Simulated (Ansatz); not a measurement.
# Sn3H8: geometry, orbitals and charge

Aim: characterise Sn3H8 as a singlet: its structure, frontier levels and distribution of charge.

Program: Ansatz 0.2.0, Gaussian basis. Level of theory: RKS PBE0-D4/def2-TZVP. These are calculated values, not measurements.

Plan: relaxation at PBE0-D4/def2-SVP; a search for the lowest solution at PBE0-D4/def2-SVP; a single point at PBE0-D4/def2-TZVP.

4 further runs of the same task are left out: 2 that didn't finish, 2 set aside as unsound or not needed. Runs told in other sessions of the task aren't counted.

**1. The starting structure**

11 atoms, charge 0, spin multiplicity 1.

Atoms are counted from 1 here; the program's logs count them from 0.

Bond lengths: Sn1–H2 1.666 Å, Sn1–H3 1.664 Å, Sn1–H4 1.667 Å, Sn1–Sn5 2.720 Å, Sn5–H6 1.686 Å, Sn5–H7 1.686 Å, Sn5–Sn8 2.720 Å, Sn8–H9 1.663 Å, Sn8–H10 1.668 Å, Sn8–H11 1.667 Å. Angles: H2–Sn1–H3 106.5°, H2–Sn1–H4 105.7°, H2–Sn1–Sn5 112.7°, H3–Sn1–H4 106.3°, H3–Sn1–Sn5 111.2°, H4–Sn1–Sn5 113.8°, Sn1–Sn5–H6 107.9°, Sn1–Sn5–H7 108.4°, Sn1–Sn5–Sn8 122.2°, H6–Sn5–H7 100.2°, H6–Sn5–Sn8 107.8°, H7–Sn5–Sn8 108.2°, Sn5–Sn8–H9 111.2°, Sn5–Sn8–H10 113.1°, Sn5–Sn8–H11 113.7°, H9–Sn8–H10 106.2°, H9–Sn8–H11 106.4°, H10–Sn8–H11 105.7°.

Geometry (Å):

```
atom     x (Å)     y (Å)     z (Å)
 Sn1  -1.73996   0.33063  -1.64069
  H2  -1.28548  -0.52412  -2.99614
  H3  -3.38831   0.15538  -1.50106
  H4  -1.46785   1.93453  -2.00673
 Sn5  -0.46543  -0.51540   0.60881
  H6  -0.61334  -2.19304   0.68767
  H7  -1.39359  -0.07114   1.94456
 Sn8   2.12849   0.11621   1.12837
  H9   2.62608  -0.53257   2.57638
 H10   3.18654  -0.45649  -0.02662
 H11   2.41286   1.75602   1.22544
```

Sn takes a core potential in the def2 sets. No spin-orbit coupling is included.

The start is a GFN2-xTB geometry.

**2. Optimising with PBE0-D4/def2-SVP**

File in.yaml:

```yaml
crystal:
  periodic: [false, false, false]
  atoms:
    - {symbol: Sn, position_ang: [-1.739960, 0.330630, -1.640690]}
    - {symbol: H, position_ang: [-1.285480, -0.524120, -2.996140]}
    - {symbol: H, position_ang: [-3.388310, 0.155380, -1.501060]}
    - {symbol: H, position_ang: [-1.467850, 1.934530, -2.006730]}
    - {symbol: Sn, position_ang: [-0.465430, -0.515400, 0.608810]}
    - {symbol: H, position_ang: [-0.613340, -2.193040, 0.687670]}
    - {symbol: H, position_ang: [-1.393590, -0.071140, 1.944560]}
    - {symbol: Sn, position_ang: [2.128490, 0.116210, 1.128370]}
    - {symbol: H, position_ang: [2.626080, -0.532570, 2.576380]}
    - {symbol: H, position_ang: [3.186540, -0.456490, -0.026620]}
    - {symbol: H, position_ang: [2.412860, 1.756020, 1.225440]}
basis:
  gaussian: {orbitals: def2-SVP}
hamiltonian: {xc: pbe0, dispersion: d4}
scf: {lower_state_search: "off"}
output: {orbitals: {seedname: orbitals}}
relax: {f_tol: 0.02, max_steps: 100}
```

Started as:

```console
$ ansatz run in.yaml --threads 4 --pin off --events-out ev --progress --plain --max-ram 3916MiB
```

Further steps of the session: Searching for the lowest solution, PBE0-D4/def2-SVP; Single point, PBE0-D4/def2-TZVP.

Q: Predict the results of all the runs planned. Wanted: point group; commonest bond, hydrogen aside; HOMO, LUMO at PBE0-D4/def2-TZVP; dipole at PBE0-D4/def2-SVP.

The runs gave:

```
                       quantity                            value
                    point group                               C1
 commonest bond, hydrogen aside  Sn–Sn, 2 of mean length 2.782 Å
HOMO, LUMO at PBE0-D4/def2-TZVP                  -7.35, -1.02 eV
     dipole at PBE0-D4/def2-SVP                           0.05 D
```

In words: The molecule keeps its bonding pattern by the stored test; the atoms moved 0.21 Å (rms). No usable vibrations, so a minimum isn't proven. The point group is read from a loosely relaxed geometry; soft torsions can leave it below the true symmetry.
